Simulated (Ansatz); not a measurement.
# InCNClF (SMILES N#[C][In]([F])[Cl]) at SVWN5/def2-SVP (core potential)

What is the vertical singlet–triplet gap of InCNClF at SVWN5/def2-SVP (core potential)? 

The calculation is run with Ansatz 0.2.0.

127 further runs of the same task are left out: 7 that didn't finish, 120 set aside as unsound or not needed.

## Step 1: The molecule

InCNClF has 5 atoms, charge 0, and is taken as a singlet. As SMILES, `N#[C][In]([F])[Cl]`. The shape is that of a PBE0-D4/def2-TZVP optimisation.

Bond lengths: N1–C2 1.152 Å, C2–In3 2.082 Å, In3–F4 1.924 Å, In3–Cl5 2.280 Å. Angles: N1–C2–In3 178.9°, C2–In3–F4 118.2°, C2–In3–Cl5 125.8°, F4–In3–Cl5 115.9°.

## Step 2: The energy at SVWN5/def2-SVP (core potential)

The input, in.yaml:

```yaml
crystal:
  periodic: [false, false, false]
  atoms:
    - {symbol: N, position_ang: [-1.392600, 1.451400, 1.648800]}
    - {symbol: C, position_ang: [-0.781900, 0.784400, 0.934900]}
    - {symbol: In, position_ang: [0.330400, -0.389600, -0.376400]}
    - {symbol: F, position_ang: [0.434400, -2.280900, -0.039700]}
    - {symbol: Cl, position_ang: [1.459700, 0.361000, -2.209100]}
basis:
  gaussian: {orbitals: def2-SVP}
hamiltonian: {xc: {name: SVWN5}}
accuracy: high
output: {orbitals: {seedname: orbitals}}
```

On the command line:

```sh
$ ansatz run in.yaml --threads 1 --pin off --max-ram 3480MiB --events-out events.jsonl --progress --plain --runs-dir runs
```

Standard output:

```text
Warning: RAYON_NUM_THREADS=1 ignored (pool sized by the plan → 1); use --threads N
Functional definition: SVWN5
  name "SVWN5"
  exchange = slater_x
  correlation = vwn5_c
1856 factors; integrals over basis functions are off by at most 7.9e-9 eV
mean field evaluation 1: about -22838.1242 eV, gradient 5.9e1 eV
mean field evaluation 2: about -22747.3088 eV, gradient 2.0e2 eV
mean field evaluation 4: about -22844.2858 eV, gradient 2.7e1 eV
mean field evaluation 8: about -22845.8428 eV, gradient 7.5e-1 eV
mean field evaluation 16: about -22845.8391 eV, gradient 4.6e-5 eV
mean field -22845.83908526 eV, -839.5691009173 hartree, gradient 4.7e-8 eV, S^2 0.000000; 0 other end points of the search recorded, 0 dependent functions left out
reference -22845.83908938 eV, -839.5691010687 hartree; 30, 30 occupied and 56, 56 virtual orbitals, 1856 factors
Total energy: -22845.83908938 eV, -839.5691010687 hartree
```

It took 7.8 s on 1 thread of Arm Neoverse N1, shared host; peak memory 0.21 GiB.

## Step 3: The triplet at the same level

The input, molecule.yaml:

```yaml
crystal:
  periodic: [false, false, false]
  atoms:
    - {symbol: N, position_ang: [-1.392600, 1.451400, 1.648800]}
    - {symbol: C, position_ang: [-0.781900, 0.784400, 0.934900]}
    - {symbol: In, position_ang: [0.330400, -0.389600, -0.376400]}
    - {symbol: F, position_ang: [0.434400, -2.280900, -0.039700]}
    - {symbol: Cl, position_ang: [1.459700, 0.361000, -2.209100]}
basis:
  gaussian:
    orbitals: def2-SVP
magnetization:
  spin_polarized: true
  initial_magnetization: 2
hamiltonian:
  xc: {name: SVWN5}
accuracy: high
output: {orbitals: {seedname: orbitals}}
```

On the command line:

```sh
$ ansatz run molecule.yaml --threads 1 --pin off --max-ram 3480MiB --events-out events.jsonl --progress --plain --runs-dir runs
```

Standard output:

```text
Warning: RAYON_NUM_THREADS=1 ignored (pool sized by the plan → 1); use --threads N
Functional definition: SVWN5
  name "SVWN5"
  exchange = slater_x
  correlation = vwn5_c
1856 factors; integrals over basis functions are off by at most 7.9e-9 eV
mean field evaluation 1: about -22821.3038 eV, gradient 5.4e1 eV
mean field evaluation 2: about -22514.3747 eV, gradient 1.5e2 eV
mean field evaluation 4: about -22826.2285 eV, gradient 4.8e1 eV
mean field evaluation 8: about -22834.2672 eV, gradient 3.2e1 eV
mean field evaluation 16: about -22840.9394 eV, gradient 4.1e-4 eV
mean field evaluation 32: about -22839.1728 eV, gradient 9.7e0 eV
mean field evaluation 64: about -22840.1580 eV, gradient 4.3e0 eV
mean field evaluation 96: about -22840.7369 eV, gradient 2.3e-2 eV
mean field -22840.93941980 eV, -839.3890415329 hartree, gradient 2.2e-8 eV, S^2 2.001410; 10 other end points of the search recorded, 0 dependent functions left out
reference -22840.93942378 eV, -839.3890416792 hartree; 31, 29 occupied and 55, 57 virtual orbitals, 1856 factors
Total energy: -22840.93942378 eV, -839.3890416792 hartree
```

Run time: 35 s. Hardware: 1 thread of Arm Neoverse N1, shared host; peak memory 0.26 GiB.

## Step 4: Summary of results

At SVWN5/def2-SVP (core potential):

| quantity | value |
| --- | --- |
| singlet: total energy | -839.56910 Eh |
| singlet: HOMO energy | -8.36 eV |
| singlet: LUMO energy | -3.73 eV |
| singlet: HOMO–LUMO gap | 4.63 eV |
| triplet: total energy | -839.38904 Eh |
| triplet: HOMO energy (highest over α and β) | -3.65 eV |
| triplet: ⟨S²⟩ | 2.001 |
| vertical energy of the triplet above the singlet | 4.900 eV |

**Reading.** At this shape the triplet lies 4.90 eV (473 kJ/mol) above the singlet.
